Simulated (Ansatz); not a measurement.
# FH4NOSi: a ladder of functionals and wavefunction methods

The task here is to estimate one member of a computed series from the others.

Method: functionals in def2-TZVPP, the program's frozen cores in correlated methods; program: Ansatz 0.2.0, Gaussian basis.

The runs, in order: LDA (SPW92), PBE-D4, revPBE-D4, BLYP-D4, r2SCAN-D4, B97M-V, PBE0-D4, B3LYP-D4, r2SCANh-D4, r2SCAN0-D4, HSE06-D4, BHLYP-D4, CAM-B3LYP-D4, LC-ωPBE, ωB97X-V, ωB97M-V, B2PLYP, PBE-QIDH; CCSD(T)/def2-SVP; CCSD(T)/def2-TZVPP; CCSD(T)/def2-QZVPP; extrapolation to the limit; RPA on PBE.

## The geometry

The geometry comes from an earlier relaxation with PBE0-D4 in a triple-zeta def2 set; it is a stationary point, not always the lowest conformer.

SMILES `N[SiH](O)F`, 8 atoms, charge 0, spin multiplicity 1.

Atoms are counted from 1 here; the program's logs count them from 0.

Bond lengths: N1–Si2 1.699 Å, N1–H5 1.007 Å, N1–H6 1.006 Å, Si2–O3 1.629 Å, Si2–F4 1.596 Å, Si2–H7 1.474 Å, O3–H8 0.959 Å. Angles: Si2–N1–H5 120.5°, Si2–N1–H6 121.6°, H5–N1–H6 111.9°, N1–Si2–O3 110.7°, N1–Si2–F4 104.3°, N1–Si2–H7 118.1°, O3–Si2–F4 112.6°, O3–Si2–H7 104.5°, F4–Si2–H7 106.9°, Si2–O3–H8 117.0°.

Set-up of the first run:

File in.yaml:

```yaml
crystal:
  periodic: [false, false, false]
  atoms:
    - {symbol: N, position_ang: [-1.012515, 0.582046, -0.115386]}
    - {symbol: Si, position_ang: [0.577270, -0.014723, -0.182209]}
    - {symbol: O, position_ang: [0.837435, -1.094232, 1.009133]}
    - {symbol: F, position_ang: [0.694220, -0.665777, -1.634396]}
    - {symbol: H, position_ang: [-1.468789, 0.916672, -0.948003]}
    - {symbol: H, position_ang: [-1.375530, 1.022013, 0.713586]}
    - {symbol: H, position_ang: [1.685453, 0.948658, -0.055295]}
    - {symbol: H, position_ang: [0.154655, -1.751755, 1.156869]}
basis:
  gaussian: {orbitals: def2-TZVPP}
hamiltonian: {xc: lda}
output: {orbitals: {seedname: orbitals}}
```

Run with:

```console
ansatz run in.yaml --threads 2 --pin off --events-out ev --progress --plain --max-ram 22528MiB --backend cpu
```

Among the steps run: LDA; PBE-D4 (GGA); revPBE-D4 (GGA); BLYP-D4 (GGA); r2SCAN-D4 (meta-GGA); B97M-V (meta-GGA); B3LYP-D4 (hybrid); r2SCANh-D4 (hybrid); r2SCAN0-D4 (hybrid); HSE06-D4 (hybrid); BHLYP-D4 (hybrid); CAM-B3LYP-D4 (range-separated); LC-ωPBE (range-separated); ωB97X-V (range-separated); ωB97M-V (range-separated); B2PLYP (double hybrid); PBE-QIDH (double hybrid).

One table of the session follows, with a row left open; its other results are not shown here.

It belongs to the step «Orbital energies across the functionals». 

```
  functional  HOMO (eV)  LUMO (eV)  gap (eV)
 LDA (SPW92)      -6.63      -0.20      6.44
      PBE-D4      -6.46      -0.08      6.38
   revPBE-D4      -6.39      -0.01      6.38
     BLYP-D4      -6.35      -0.13      6.21
   r2SCAN-D4      -6.79       0.66      7.45
      B97M-V      -6.88       0.15      7.03
     PBE0-D4      -7.95       0.78      8.73
    B3LYP-D4      -7.70       0.39      8.10
  r2SCANh-D4      -7.34       0.91      8.26
  r2SCAN0-D4          ?          ?         ?
    HSE06-D4      -7.54       0.41      7.95
    BHLYP-D4      -9.36       1.37     10.73
CAM-B3LYP-D4      -9.42       1.52     10.94
     LC-ωPBE     -10.86       2.88     13.74
     ωB97X-V     -10.46       2.67     13.13
     ωB97M-V     -10.35       2.19     12.54
```

Estimate the missing values for r2SCAN0-D4.

Worked estimate for «HOMO (eV)». Against the share of exact exchange, r2SCAN-D4 (0, -6.79), r2SCANh-D4 (0.1, -7.34) give a slope of -5.50 per unit share; at 0.25 the line stands at -8.16.

The run gave: HOMO (eV): -8.18; LUMO (eV): 1.27; gap (eV): 9.45. In «HOMO (eV)» the line misses by +0.02.
